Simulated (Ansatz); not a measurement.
# Sn3C: what a guessed cell relaxes into

Aim: relax a trial structure of Sn3C and see where it ends.

Method: DFT PBE, scalar-relativistic, plane waves, PAW, in Ansatz 0.2.0.

## (1) The starting structure

Symmetry: Fm-3m, No. 225, cubic system. The conventional cell has a = 7.209 Å, b = 7.209 Å, c = 7.209 Å, α = 90.00°, β = 90.00°, γ = 90.00°. Sn (site symmetry -43m) is surrounded by 4 Sn at 3.12 Å and 4 C at 3.12 Å. Sn (site symmetry m-3m) is surrounded by 8 Sn at 3.12 Å. C (site symmetry m-3m) has 8 Sn at 3.12 Å as nearest neighbours.

Structure file:

```cif
data_structure
_symmetry_space_group_name_H-M 'P 1'
_symmetry_Int_Tables_number 1
_cell_length_a 5.0977
_cell_length_b 5.0977
_cell_length_c 5.0977
_cell_angle_alpha 60.000
_cell_angle_beta 60.000
_cell_angle_gamma 60.000
_cell_volume 93.67
loop_
_atom_site_label
_atom_site_type_symbol
_atom_site_fract_x
_atom_site_fract_y
_atom_site_fract_z
_atom_site_occupancy
Sn1 Sn 0.25000 0.25000 0.25000 1
Sn2 Sn 0.75000 0.75000 0.75000 1
Sn3 Sn 0.50000 0.50000 0.50000 1
C1 C 0.00000 0.00000 0.00000 1
```

Recipe of the guess: random cell by space group and Wyckoff sites (Fm-3m, No. 225). Lengths come from tabulated atomic sizes and are only a guess.

## (2) A first look at the guess

input.yaml reads:

```yaml
crystal:
  lattice:
    - [0.0, 3.60461048, 3.60461048]
    - [3.60461048, 0.0, 3.60461048]
    - [3.60461048, 3.60461048, 0.0]
  atoms:
    - { symbol: Sn, position: [0.25, 0.25, 0.25] }
    - { symbol: Sn, position: [0.75, 0.75, 0.75] }
    - { symbol: Sn, position: [0.5, 0.5, 0.5] }
    - { symbol: C, position: [0.0, 0.0, 0.0] }
basis:
  ecutwfc: 420
kpoints:
  mp_grid: { grid: [4, 4, 4] }
hamiltonian:
  xc: pbe
scf:
  occupations: { method: gaussian, width: 0.1 }
  lower_state_search: "off"
output:
  forces: true
  stress: true
  eigenvalues: true
```

Run with:

```sh
ansatz run input.yaml --threads 1 --pin off --max-ram 2560MiB --backend cpu --events-out ev --progress --plain --runs-dir out
```

Further runs follow: coarse relaxation; final relaxation.

What does the calculation give? Wanted: conventional cell; volume; energy over the elements, grey Sn; gap on the mesh.

**Answer**, as computed:

| quantity | value |
| --- | --- |
| symmetry at the end (tolerance 0.05 Å) | space group Fm-3m (No. 225) |
| conventional cell | a = 7.066 Å, b = 7.066 Å, c = 7.066 Å, α = 90.00°, β = 90.00°, γ = 90.00° |
| volume | 22.05 Å³/atom |
| energy over the elements, grey Sn | +1.36 eV/atom |
| gap on the mesh | none (metal) |

The space group Fm-3m (No. 225) is kept, and the volume per atom shrinks by 5.8 % from the first guess. With a positive formation energy it can't be a ground state. No finished test with a distortion of lower symmetry is shown, so the end may be a saddle point.
